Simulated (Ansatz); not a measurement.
# B33N32: the cost of one run

Method: density functional theory in Ansatz 0.2.0, PAW datasets, plane waves.

## Step 1: The starting cell

65 atoms (33 B, 32 N); a = 7.212 Å, b = 7.212 Å, c = 7.212 Å, α = 90.00°, β = 90.00°, γ = 90.00°. All atoms were shaken off their sites by about 0.02 Å along each axis. Defect site 1: (0.625, 0.625, 0.625). Defect site 2: (0.625, 0.625, 0.375). Starting moments add up to 1 μB.

Plan of the steps: (2) PBEsol relaxation at the single k point (¼, ¼, ¼), on 1 × NVIDIA H100 80GB HBM3 with 2 threads of AMD EPYC 7R13; (3) HSE06 single point at the single k point (¼, ¼, ¼), on 1 × NVIDIA H100 80GB HBM3 with 2 threads of AMD EPYC 7R13.

## Step 2: Relaxation of the positions (PBEsol)

Contents of in.yaml:

```yaml
crystal:
  lattice:
    - [7.211591, 0.000000, 0.000000]
    - [0.000000, 7.211591, 0.000000]
    - [0.000000, 0.000000, 7.211591]
  atoms:
    - { symbol: B, position: [0.000758, 0.997805, 0.003822] }
    - { symbol: B, position: [0.000447, 0.002046, 0.498023] }
    - { symbol: B, position: [0.999979, 0.499221, 0.997820] }
    - { symbol: B, position: [0.001972, 0.495902, 0.496607] }
    - { symbol: B, position: [0.503111, 0.999585, 0.999454] }
    - { symbol: B, position: [0.495996, 0.997995, 0.497061] }
    - { symbol: B, position: [0.502905, 0.498895, 0.997074] }
    - { symbol: B, position: [0.501147, 0.497777, 0.499221], spin: 0.077 }
    - { symbol: B, position: [0.624545, 0.628886, 0.624616], spin: 0.077 }
    - { symbol: B, position: [0.251215, 0.248610, 0.000823] }
    - { symbol: B, position: [0.251602, 0.247072, 0.503890] }
    - { symbol: B, position: [0.250962, 0.747473, 0.005400] }
    - { symbol: B, position: [0.253974, 0.750218, 0.499503] }
    - { symbol: B, position: [0.745526, 0.251038, 0.999329] }
    - { symbol: B, position: [0.753455, 0.248380, 0.506479] }
    - { symbol: B, position: [0.744557, 0.750246, 0.997876] }
    - { symbol: B, position: [0.749283, 0.756693, 0.499011], spin: 0.077 }
    - { symbol: B, position: [0.253911, 0.001105, 0.244799] }
    - { symbol: B, position: [0.251834, 0.000570, 0.749600] }
    - { symbol: B, position: [0.248946, 0.498974, 0.248028] }
    - { symbol: B, position: [0.250382, 0.502817, 0.749631] }
    - { symbol: B, position: [0.749745, 0.002194, 0.250216] }
    - { symbol: B, position: [0.749236, 0.998299, 0.749977] }
    - { symbol: B, position: [0.748565, 0.505714, 0.253032], spin: 0.077 }
    - { symbol: B, position: [0.751276, 0.498370, 0.747958], spin: 0.077 }
    - { symbol: B, position: [0.998278, 0.252848, 0.255652] }
    - { symbol: B, position: [0.999473, 0.252291, 0.748702] }
    - { symbol: B, position: [0.006035, 0.750564, 0.245767] }
    - { symbol: B, position: [0.995734, 0.746814, 0.753894] }
    - { symbol: B, position: [0.501340, 0.248368, 0.244577] }
    - { symbol: B, position: [0.496392, 0.252095, 0.751599] }
    - { symbol: B, position: [0.498316, 0.751162, 0.243665], spin: 0.077 }
    - { symbol: B, position: [0.502508, 0.751959, 0.748744], spin: 0.077 }
    - { symbol: N, position: [0.127945, 0.121340, 0.124474] }
    - { symbol: N, position: [0.128783, 0.124144, 0.619444] }
    - { symbol: N, position: [0.131047, 0.629345, 0.121556] }
    - { symbol: N, position: [0.121472, 0.625762, 0.626628] }
    - { symbol: N, position: [0.628518, 0.123161, 0.121267] }
    - { symbol: N, position: [0.624613, 0.125348, 0.623169] }
    - { symbol: N, position: [0.626814, 0.622383, 0.128295], spin: 0.077 }
    - { symbol: N, position: [0.376083, 0.375697, 0.124554] }
    - { symbol: N, position: [0.373841, 0.371503, 0.621887] }
    - { symbol: N, position: [0.373542, 0.870124, 0.122819] }
    - { symbol: N, position: [0.373812, 0.876817, 0.627263] }
    - { symbol: N, position: [0.878510, 0.379829, 0.129662] }
    - { symbol: N, position: [0.875486, 0.374189, 0.625665] }
    - { symbol: N, position: [0.876838, 0.871328, 0.123218] }
    - { symbol: N, position: [0.872852, 0.875662, 0.628119] }
    - { symbol: N, position: [0.372865, 0.120056, 0.372796] }
    - { symbol: N, position: [0.376770, 0.122815, 0.869451] }
    - { symbol: N, position: [0.375686, 0.624174, 0.375855], spin: 0.077 }
    - { symbol: N, position: [0.369684, 0.629631, 0.873407] }
    - { symbol: N, position: [0.874513, 0.121343, 0.376315] }
    - { symbol: N, position: [0.871970, 0.122389, 0.870494] }
    - { symbol: N, position: [0.868249, 0.624786, 0.374260], spin: 0.077 }
    - { symbol: N, position: [0.877457, 0.623970, 0.871405] }
    - { symbol: N, position: [0.123146, 0.369957, 0.375963] }
    - { symbol: N, position: [0.126248, 0.376381, 0.876656] }
    - { symbol: N, position: [0.125759, 0.877263, 0.371861] }
    - { symbol: N, position: [0.124533, 0.869572, 0.869427] }
    - { symbol: N, position: [0.625597, 0.379698, 0.372866], spin: 0.077 }
    - { symbol: N, position: [0.625128, 0.380314, 0.873817] }
    - { symbol: N, position: [0.621101, 0.872231, 0.376318], spin: 0.077 }
    - { symbol: N, position: [0.623690, 0.869000, 0.875597] }
    - { symbol: N, position: [0.619577, 0.623270, 0.372691], spin: 0.077 }
  symmetry: { detect: false }
kpoints:
  mp_grid: { grid: [1, 1, 1], shift: [0.25, 0.25, 0.25] }
hamiltonian:
  xc: pbesol
magnetization:
  spin_polarized: true
scf:
  occupations: { method: fermi_dirac, width: 0.01 }
relax:
  f_tol: 0.03
  max_steps: 80
  escape_saddle: false
  adjacent_minimum: "off"
output:
  forces: true
  eigenvalues: true
  populations: true
```

Launch:

```sh
$ ansatz run in.yaml --threads 2 --pin off --max-ram 20900MiB --runs-dir r --events-out ev --progress --plain --backend cuda --devices 0, --max-vram 18GiB
```

**Question.** How long does this run take on 1 × NVIDIA H100 80GB HBM3 with 2 threads of AMD EPYC 7R13, shared host, and how much memory does it need?

About 24 s, with a peak of 1.3 GiB on the host.
